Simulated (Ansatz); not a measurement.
## TaWC2 in Ansatz: the effect of functional

The system is TaWC2.

```xyz
4
Lattice="1.6027 0.9253 5.2017 -1.6027 0.9253 5.2017 0.0000 -1.8506 5.2017" Properties=species:S:1:pos:R:3 pbc="T T T"
W     0.0000    0.0000    0.0000
Ta    0.0000    0.0000    7.8025
C     0.0000    0.0000    3.9158
C     0.0000    0.0000   11.6892
```

The cell comes from a database or a generator and needn't be the stable form of this composition.

The cell isn't the ideal one: volume scaled by 1.06.

Alike in all runs:

```yaml
Program: Ansatz 0.2.0
Task: single point
Potentials_or_basis: Ansatz PAW
k_mesh: 10 × 10 × 10
Occupations: fermi-dirac, width 0.05 eV
Spin: no spin polarisation
```

Question: One run gave: pressure -19.7 GPa; largest force 0.04 eV/Å. Which functional did it use?
A. r2SCAN
B. PBE
C. LDA

Answer: B.

```csv
functional,cutoff,pressure (GPa),largest force (eV/Å)
LDA,420 eV (not typed: the program's choice for these potentials),-32.4,0.07
r2SCAN,500 eV (not typed: the program's choice for these potentials),-23.2,0.02
PBE,420 eV (not typed: the program's choice for these potentials),-19.7,0.04
```

Caveats: the PAW data sets come from PBE, with cores solved anew for the run's functional, which leaves a small shift of forces and pressure (some runs).
